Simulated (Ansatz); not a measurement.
# F2GeH2O: the cost of one run

Method: RKS PBE/def2-SVP, in Ansatz 0.2.0.

### 1 Starting point

Bond lengths: Ge1–H2 1.550 Å, Ge1–O3 1.770 Å, O3–H4 1.010 Å, Ge1–F5 1.679 Å, Ge1–F6 1.679 Å. Angles: H2–Ge1–O3 109.4°, H2–Ge1–F5 109.5°, H2–Ge1–F6 109.5°, O3–Ge1–F5 109.5°, O3–Ge1–F6 109.5°, F5–Ge1–F6 109.5°, Ge1–O3–H4 109.5°.

As a file:

```xyz
6

Ge    0.0000    0.0000    0.0000
H     0.0000    0.0000    1.5500
O     1.6691    0.0000   -0.5894
H     1.9855   -0.9521   -0.7061
F    -0.7913    1.3709   -0.5594
F    -0.7913   -1.3709   -0.5594
```

### 2 Preparing the start

Contents of input.yaml:

```yaml
crystal:
  periodic: [false, false, false]
  atoms:
    - { symbol: Ge, position_ang: [0.0, 0.0, 0.0] }
    - { symbol: H, position_ang: [0.0, 0.0, 1.55] }
    - { symbol: O, position_ang: [1.6691, 0.0, -0.5894] }
    - { symbol: H, position_ang: [1.9855, -0.9521, -0.7061] }
    - { symbol: F, position_ang: [-0.7913, 1.3709, -0.5594] }
    - { symbol: F, position_ang: [-0.7913, -1.3709, -0.5594] }
basis:
  gaussian: { orbitals: def2-SVP }
hamiltonian:
  xc: pbe
relax:
  f_tol: 0.02
  max_steps: 40
output:
  orbitals: {}
```

Launch:

```sh
$ ansatz run input.yaml --threads 1 --pin off --max-ram 2048MiB --backend cpu --events-out ev --progress --plain --runs-dir out
```

Q: Estimate wall time and peak memory on 1 thread of AMD EPYC 7B13 (Zen 3), shared host.

About 24 s, with a peak of 0.14 GiB.
